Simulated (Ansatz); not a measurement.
**H₃OSiZn radical: small, medium and large basis sets**

One table from this session's results is given with a row withheld; the runs are named, their logs left out.

Program: Ansatz 0.2.0, Gaussian basis. Level of theory: one geometry, several basis sets. These are calculated values, not measurements.

The runs, in order: PBE0-D4/def2-SVP; ωB97M-V/def2-SVP; PBE0-D4/def2-QZVPP; ωB97M-V/def2-QZVPP; the functionals' def2-TZVPP values are taken from earlier runs.

**Structure used throughout**

The geometry comes from an earlier relaxation with PBE0-D4 in a triple-zeta def2 set; it is a stationary point.

SMILES `[SiH3][O][Zn]`, 6 atoms, charge 0, spin multiplicity 2.

Atoms are counted from 1 here; the program's logs count them from 0.

Bond lengths: Si1–O2 1.622 Å, Si1–H4 1.493 Å, Si1–H5 1.489 Å, Si1–H6 1.493 Å, O2–Zn3 1.810 Å. Angles: O2–Si1–H4 112.0°, O2–Si1–H5 109.6°, O2–Si1–H6 112.0°, H4–Si1–H5 108.0°, H4–Si1–H6 107.0°, H5–Si1–H6 108.0°, Si1–O2–Zn3 143.1°.

The first run:

File in.yaml:

```yaml
crystal:
  periodic: [false, false, false]
  atoms:
    - {symbol: Si, position_ang: [0.155566, 0.509817, 0.020688]}
    - {symbol: O, position_ang: [0.128065, -1.055698, -0.403813]}
    - {symbol: Zn, position_ang: [-0.754130, -2.612614, -0.134470]}
    - {symbol: H, position_ang: [-1.122114, 1.204128, -0.319545]}
    - {symbol: H, position_ang: [1.261403, 1.202930, -0.696426]}
    - {symbol: H, position_ang: [0.373309, 0.687537, 1.487366]}
basis:
  gaussian: {orbitals: def2-SVP}
magnetization: {spin_polarized: true, initial_magnetization: 1}
hamiltonian: {xc: pbe0, dispersion: d4}
output: {orbitals: {seedname: orbitals}}
```

Steps of the session up to this table: PBE0-D4 in def2-SVP; ωB97M-V in def2-SVP; PBE0-D4 in def2-QZVPP; ωB97M-V in def2-QZVPP.

One table of the session follows, with a row left open; its other results are not shown here.

It belongs to the step «Functionals by basis». 

```
functional       basis  HOMO (eV)  LUMO (eV)
   PBE0-D4    def2-SVP      -6.37      -3.18
   PBE0-D4  def2-TZVPP      -6.64      -3.44
   PBE0-D4  def2-QZVPP      -6.61      -3.42
   ωB97M-V    def2-SVP      -8.43      -1.39
   ωB97M-V  def2-TZVPP          ?          ?
   ωB97M-V  def2-QZVPP      -8.71      -1.79
```

Q: Estimate the row for ωB97M-V, def2-TZVPP from the others.

**Answer.** HOMO (eV): -8.72; LUMO (eV): -1.70. In the column «HOMO (eV)» it is the lowest.
